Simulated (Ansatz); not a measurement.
The system is YbN.

```
CELL_PARAMETERS angstrom
2.90967 0.00000 0.00000
0.00000 2.90967 0.00000
0.00000 0.00000 2.90967
ATOMIC_POSITIONS crystal
Yb 0.00000 0.00000 0.00000
N 0.50000 0.50000 0.50000
```

The cell comes from a database or a generator and needn't be the stable form of this composition.

Base run:

| Quantity | Value |
| --- | --- |
| Program | Ansatz 0.2.0 |
| Functional | LDA |
| Potentials or basis | Ansatz PAW |
| Cutoff | 420 eV (not typed: the program's choice for these potentials) |
| k mesh | 6 × 6 × 6 |
| Occupations | gaussian, width 0.05 eV |
| Spin | non-collinear spin, random start |
| Starting moments | [[1.024, 0.017, 0.273], [0.0, 0.0, -0.0]] μB |
| Hubbard terms | Yb f U = 2 eV |

Its results: band gap on the k mesh none (metal or under the smearing width); pressure -2.9 GPa; net moment 0.53 μB per cell.

Task: The run is repeated on the same cell with these changes: hubbard terms from Yb f U = 2 eV to Yb f U = 5 eV; moments at the start from [1.02, 0.02, 0.27, 0.0, 0.0, -0.0] to [0.43, -0.39, 0.16, -0.0, 0.0, 0.0]. What comes out?

Result: Band gap on the k mesh none (metal or under the smearing width); pressure -1.3 GPa; net moment 0.77 μB per cell.

Caveats: the magnetic or orbital state may not be the lowest; spin-orbit coupling is left out, which moves the levels of the heavy elements; the PAW data sets come from PBE, with cores solved anew for the run's functional, which leaves a small shift of forces and pressure.
